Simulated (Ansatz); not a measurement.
Write a Python script for Ansatz's Python interface that makes a small convex hull of the La-Pb system. Settings (first run): PBEsol, PAW, cutoff 460 eV, Gaussian smearing of 0.05 eV.

The script, `run_hull.py`:
```python
"""Convex hull of a few La-Pb phases, after relaxing atoms and volume at fixed cell shape."""

from collections import Counter

import ansatz
from pymatgen.analysis.phase_diagram import PDEntry, PhaseDiagram
from pymatgen.core import Composition

PHASES = {
    "LaPb3 Pm-3m": (
        [[4.893, 0.0, 0.0], [0.0, 4.893, 0.0], [0.0, 0.0, 4.893]],
        [
            ("La", [0.0, 0.0, 0.0]),
            ("Pb", [0.0, 0.5, 0.5]),
            ("Pb", [0.5, 0.0, 0.5]),
            ("Pb", [0.5, 0.5, 0.0]),
        ],
    ),
    "La3Pb Pm-3m": (
        [[5.073323, 0.0, 0.0], [0.0, 5.073323, 0.0], [0.0, 0.0, 5.073323]],
        [
            ("La", [0.5, 0.5, 0.0]),
            ("La", [0.5, 0.0, 0.5]),
            ("La", [0.0, 0.5, 0.5]),
            ("Pb", [0.0, 0.0, 0.0]),
        ],
    ),
    "La": (
        [[3.77, 0.0, 0.0], [-1.885, 3.264916, 0.0], [0.0, 0.0, 12.159]],
        [
            ("La", [0.0, 0.0, 0.0]),
            ("La", [0.0, 0.0, 0.5]),
            ("La", [1 / 3, 2 / 3, 0.75]),
            ("La", [2 / 3, 1 / 3, 0.25]),
        ],
    ),
    "Pb": (
        [[0.0, 2.47502, 2.47502], [2.47502, 0.0, 2.47502], [2.47502, 2.47502, 0.0]],
        [
            ("Pb", [0.0, 0.0, 0.0]),
        ],
    ),
}


def build(vectors, sites):
    crystal = ansatz.Crystal(lattice=ansatz.Lattice.of(vectors))
    for symbol, position in sites:
        crystal = crystal.atom(symbol, position)
    return crystal


def solve(name, crystal):
    calc = (
        crystal.calculation()
        .mixing("msr1")
        .functional("pbesol")
        .scf(tolerance=1e-05)
        .basis(460)
        .kpoints(spacing=0.39)
        .occupations("gaussian", width=0.05)
    )
    calc = calc.relax(force_tolerance=0.01, fix_cell=["shape"])
    return calc.run(threads=1)


def counts(outcome):
    return Counter(site.symbol for site in outcome.lattice.sites)

phases = {name: build(*cell) for name, cell in PHASES.items()}

done = {}
for name, crystal in phases.items():
    done[name] = solve(name, crystal)
    print(f"{name}: {done[name].report['energy_sigma0_ev']:.4f} eV, {len(done[name].lattice.sites)} atoms")

entries = [PDEntry(Composition(dict(counts(o))), o.report["energy_sigma0_ev"], name=name) for name, o in done.items()]
diagram = PhaseDiagram(entries)
rows = [(e.name, e.composition.get_atomic_fraction("Pb"), diagram.get_form_energy_per_atom(e), diagram.get_e_above_hull(e)) for e in entries]
rows.sort(key=lambda row: row[1])
print("     phase       x(Pb)  E_form (eV/atom)  above hull (eV/atom)")
for row in rows:
    print(f"{str(row[0]):>10}  {row[1]:10.3f}  {row[2]:16.4f}  {row[3]:20.4f}")
print("on the hull of these phases:", ", ".join(row[0] for row in rows if row[3] < 1e-6))
```

Running `python run_hull.py` prints:
```text
DeckWarning: scf.convergence.dr2_threshold = 1e-5 eV is looser than this run's default, which is 1e-7 eV or tighter. The error in the forces grows as the threshold's square root, so leave the key out unless less accurate forces are enough
DeckWarning: relax.cell: scf.convergence.dr2_threshold = 1e-5 eV is looser than the 4e-10 eV advised for a relaxation that steers and ends on the stress (1e-10 eV for each atom of the cell: 4). What an SCF threshold leaves in a stress goes as its square root, and in the free energy as the threshold itself, and one threshold admits the most on a small cell: of the crystals measured, under no hybrid functional and no lock of the moments, on runs that ended without the residual-converged pass, on [...]
LaPb3 Pm-3m: -41427.9035 eV, 4 atoms
La3Pb Pm-3m: -30240.4178 eV, 4 atoms
La: -24644.9521 eV, 4 atoms
DeckWarning: relax.cell: scf.convergence.dr2_threshold = 1e-5 eV is looser than the 1e-10 eV advised for a relaxation that steers and ends on the stress (1e-10 eV for each atom of the cell: 1). What an SCF threshold leaves in a stress goes as its square root, and in the free energy as the threshold itself, and one threshold admits the most on a small cell: of the crystals measured, under no hybrid functional and no lock of the moments, on runs that ended without the residual-converged pass, on [...]
Pb: -11754.8419 eV, 1 atoms
     phase       x(Pb)  E_form (eV/atom)  above hull (eV/atom)
        La       0.000            0.0000                0.0000
La3Pb Pm-3m       0.250           -0.4655                0.0000
LaPb3 Pm-3m       0.750           -0.5350                0.0000
        Pb       1.000            0.0000                0.0000
on the hull of these phases: La, La3Pb Pm-3m, LaPb3 Pm-3m, Pb
```
(Warnings from the package without file and line, shortened.)

These settings explore the input space; cutoff and mesh may be short of convergence. Atoms and volume are relaxed with the cell's shape held, which in cells of lower than cubic symmetry can hide stresses and shift volumes. The meshes are coarse for the metals among these phases, whose energies can be off by up to 40 meV an atom. Spin-orbit coupling, which matters for elements this heavy, is left out. The cells come from databases of deposited and of computed structures, and not all need be stable phases. Differences under about 40 meV an atom lie within the error of mesh and functional, so such verdicts may flip; only the cells listed enter the hull. The whole script took 41 s on 1 thread of Arm Neoverse V1, with other jobs on the host, peak memory 0.58 GiB.
